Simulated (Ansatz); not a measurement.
# K2MnAuF6, space group Fm-3m: a projected density of states

Computed with the Ansatz DFT code, driven from Python.

At the Python prompt:
```pycon
>>> from dataclasses import dataclass
>>> import ansatz
>>> import numpy as np
>>> @dataclass
... class Settings:
...     xc: str = "PBE"
...     smearing: str = "Fermi-Dirac"
...     sigma: float = 0.05
...     n_empty: int = 26
...
>>> cfg = Settings()
>>> lattice = ansatz.Lattice.of(
...     (0.0, 4.3726, 4.3726),
...     (4.3726, 0.0, 4.3726),
...     (4.3726, 4.3726, 0.0),
... )
>>> sites = [
...     ("K", (0.25, 0.25, 0.25)),
...     ("K", (0.75, 0.75, 0.75)),
...     ("Mn", (0.0, 0.0, 0.0)),
...     ("Au", (0.5, 0.5, 0.5)),
...     ("F", (0.22459, 0.22459, 0.77541)),
...     ("F", (0.22459, 0.77541, 0.77541)),
...     ("F", (0.77541, 0.77541, 0.22459)),
...     ("F", (0.22459, 0.77541, 0.22459)),
...     ("F", (0.77541, 0.22459, 0.77541)),
...     ("F", (0.77541, 0.22459, 0.22459)),
... ]
>>> xtal = ansatz.Crystal(lattice=lattice)
>>> for symbol, position in sites:
...     xtal = xtal.atom(symbol, position)
...
>>> xtal = xtal.moments(Mn=4)
>>> xtal.resolved().tree()["lattice"]
((0.0, 4.3726, 4.3726), (4.3726, 0.0, 4.3726), (4.3726, 4.3726, 0.0))
>>> calc = (
...     xtal.calculation()
...     .functional(cfg.xc)
...     .kpoints(5)
...     .occupations(cfg.smearing, width=cfg.sigma)
...     .hubbard("Mn", "d", u_eff=6.0)
...     .spin("collinear")
...     .scf(extra_bands=cfg.n_empty)
...     .density_of_states(projected=True, energy_step=0.05)
... )
>>> done = calc.run(threads=1)
DeckWarning: basis.ecutwfc = 420 eV, auto-derived from the records' recommended cutoffs: set by K (normal level)
>>> data = done.report
>>> done.lattice.cell_ang
array([[0.    , 4.3726, 4.3726],
       [4.3726, 0.    , 4.3726],
       [4.3726, 4.3726, 0.    ]])
>>> type(done).__name__, type(data).__name__
('RunOutcome', 'dict')
>>> dos = done.density_of_states()
>>> energy = np.asarray(dos.energies_ev) - dos.fermi_ev
>>> curves = {}
>>> for site in done.projected_density_of_states().sites:
...     for shell in site.shells:
...         weight = sum(np.sum(curve.g_bin_mean_per_ev, axis=0) for curve in shell.curves)
...         name = f"{site.species} {shell.label}"
...         curves[name] = curves.get(name, 0) + weight
...
>>> print("E-EF   " + " ".join(f"{name:>8s}" for name in curves))
E-EF       K 3S     K 4S     K 3P    Mn 3S    Mn 4S    Mn 3P    Mn 3D    Au 5S    Au 6S    Au 5P    Au 5D     F 2S     F 2P
>>> for e in np.arange(-8, 6 + 0.1, 1.0):
...     print(f"{e:5.1f}  " + " ".join(f"{np.interp(e, energy, g):8.3f}" for g in curves.values()))
...
 -8.0     0.000    0.000    0.000    0.000    0.000    0.000    0.000    0.000    0.000    0.000    0.000    0.000    0.000
 -7.0     0.000    0.000    0.000    0.000    0.000    0.000    0.000    0.000    0.000    0.000    0.000    0.000    0.000
 -6.0     0.003    0.096    0.054    0.000    0.186    0.000    9.245    0.001    0.167    0.001    0.187    0.028    7.475
 -5.0     0.000    0.002    0.004    0.000    0.013    0.015    0.076    0.000    0.071    0.002    0.643    0.009    4.598
 -4.0     0.001    0.046    0.007    0.000    0.000    0.000    0.075    0.000    0.020    0.000    0.165    0.006    2.308
 -3.0     0.000    0.029    0.009    0.000    0.000    0.000    0.446    0.000    0.001    0.000    0.642    0.004   15.330
 -2.0     0.000    0.000    0.000    0.000    0.000    0.000    0.001    0.000    0.000    0.000    0.001    0.000    0.000
 -1.0     0.000    0.003    0.001    0.000    0.033    0.001    0.508    0.000    0.052    0.000    2.723    0.092    0.945
  0.0     0.000    0.000    0.000    0.000    0.001    0.000    0.244    0.000    0.007    0.000    0.358    0.011    0.402
  1.0     0.000    0.000    0.000    0.000    0.000    0.000    0.000    0.000    0.000    0.000    0.000    0.000    0.000
  2.0     0.003    0.161    0.002    0.000    0.017    0.000    0.009    0.000    0.417    0.000    0.000    0.069    0.110
  3.0     0.000    0.044    0.003    0.000    0.007    0.000    0.061    0.000    0.843    0.000    0.003    0.032    0.360
  4.0     0.000    0.000    0.000    0.000    0.000    0.000    0.000    0.000    0.000    0.000    0.000    0.000    0.000
  5.0     0.000    0.000    0.000    0.000    0.000    0.000    0.000    0.000    0.000    0.000    0.000    0.000    0.000
  6.0     0.000    0.045    0.000    0.000    0.003    0.000    0.028    0.001    0.034    0.000    0.000    0.004    0.007
```

What to keep in mind:
- The magnetic order follows from the starting moments and needn't be the lowest.
- The mesh is modest for a metal, so energies can be off by several to tens of meV an atom and pressures by half a GPa or more; differences at equal mesh fare better.
- The empty d shell of the heavier alkali and alkaline-earth atoms, which makes much of a conduction band, may have no channel.
- With one magnetic atom the cell can hold only ferromagnetic order.
- Spin-orbit coupling, which matters for elements this heavy, is left out.
- The structure comes from a database of computed cells and needn't be a stable or known phase.
- Warnings are shown shortened and without file and line.
- Curves are summed over the cell's atoms. Only shells that the potentials hold have channels, so projections don't add up to the total, least of all where a shell is missing (p of most metals); heights and places of peaks move with the mesh.
- The density of states is complete only as far up as bands were computed.
- The whole script took 2.4 min on 1 thread of Arm Neoverse V2, on a shared host, peak memory 1.4 GiB.
